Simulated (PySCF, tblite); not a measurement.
# C5H6F3N3: geometry, infrared bands and NMR shifts

Wanted: the infrared bands and NMR shifts of C5H6F3N3 (`Cc1cnn(CC(F)(F)F)n1`), by calculation.

Computed with tblite 0.8.0 and PySCF 2.14.0, with density-fitted response routines of our own, on a single molecule in the gas phase. Atoms are numbered from 0 throughout.

## (1) Starting geometry

17 atoms, charge 0, multiplicity 1; geometry from: force field or distance geometry start.

Bonds of the start (Å): C0–C1 1.50, C1–C2 1.37, C2–N3 1.36, N3–N4 1.34, N4–C5 1.45, C5–C6 1.52, C6–F7 1.40, C6–F8 1.38, C6–F9 1.37, N4–N10 1.32, N10–C1 1.37, C0–H11 1.12, C0–H12 1.09, C0–H13 1.11, C2–H14 1.07, C5–H15 1.09, C5–H16 1.12.

## (2) Geometry optimisation with GFN2-xTB

Job settings and geometry (Å):

```
{"job": {"kind": "relax", "xc": "GFN2-xTB", "basis": "xTB"}, "charge": 0, "multiplicity": 1}
C      2.971400    -0.090000     0.463900
C      1.553200     0.093600     0.017500
C      1.122900     1.014000    -0.894500
N     -0.219300     0.813800    -0.980400
N     -0.576000    -0.177700    -0.149800
C     -1.907200    -0.707900     0.055700
C     -2.546500     0.080300     1.188200
F     -1.740100    -0.090000     2.319700
F     -3.790700    -0.501000     1.353300
F     -2.607000     1.428500     0.943100
N      0.489500    -0.640500     0.470100
H      3.086300    -1.145200     0.836000
H      3.591600     0.007200    -0.427000
H      3.206900     0.638000     1.261900
H      1.717000     1.739600    -1.418400
H     -2.521500    -0.691900    -0.849900
H     -1.837500    -1.758800     0.450300
```

Launch:

```sh
$ OMP_NUM_THREADS=1 python probes_run.py task.json out
```

The driver reads the jobs from task.json and runs them one after another.

**Question.** This job is followed by: GFN2-xTB harmonic vibrations, gas phase; GIAO PBE0/pcSseg-1 NMR shielding, non-relativistic, gas phase. What will the session give for the following? strongest single infrared mode (GFN2-xTB); zero-point energy (GFN2-xTB); ¹³C shifts against TMS (PBE0/pcSseg-1); ¹H shifts against TMS (PBE0/pcSseg-1, means over atoms taken as alike); ¹⁵N shifts against NH3 (PBE0/pcSseg-1); ¹⁹F shifts against CFCl3 (PBE0/pcSseg-1, means over atoms taken as alike).

The runs gave:

| quantity | value |
| --- | --- |
| strongest single infrared mode (GFN2-xTB) | 1070 cm⁻¹, 298 km/mol |
| zero-point energy (GFN2-xTB) | 72.6 kcal/mol |
| ¹³C shifts against TMS (PBE0/pcSseg-1) | 150.8, 140.2, 132.2, 58.4, 12.9 ppm |
| ¹H shifts against TMS (PBE0/pcSseg-1, means over atoms taken as alike) | 7.56, 4.83, 2.54 ppm |
| ¹⁵N shifts against NH3 (PBE0/pcSseg-1) | 371.8, 363.5, 259.4 ppm |
| ¹⁹F shifts against CFCl3 (PBE0/pcSseg-1, means over atoms taken as alike) | -87.4 ppm |

What this shows: The optimisation took 25 steps and gained 0.776 eV; among the close pairs (by a distance rule), C6–F7 changed most, from 1.400 to 1.335 Å. No mode is imaginary among the 45: a minimum at this level. GFN2-xTB is a fitted tight-binding method: band positions and strengths are rough. Its intensities can rank the bands wrongly. At PBE0/pcSseg-1: The largest span, 497 ppm, is at N3, where the paramagnetic term is -430 ppm. NICS(1)zz of -32 ppm above the planar ring from C1 marks a diatropic (aromatic) ring current.
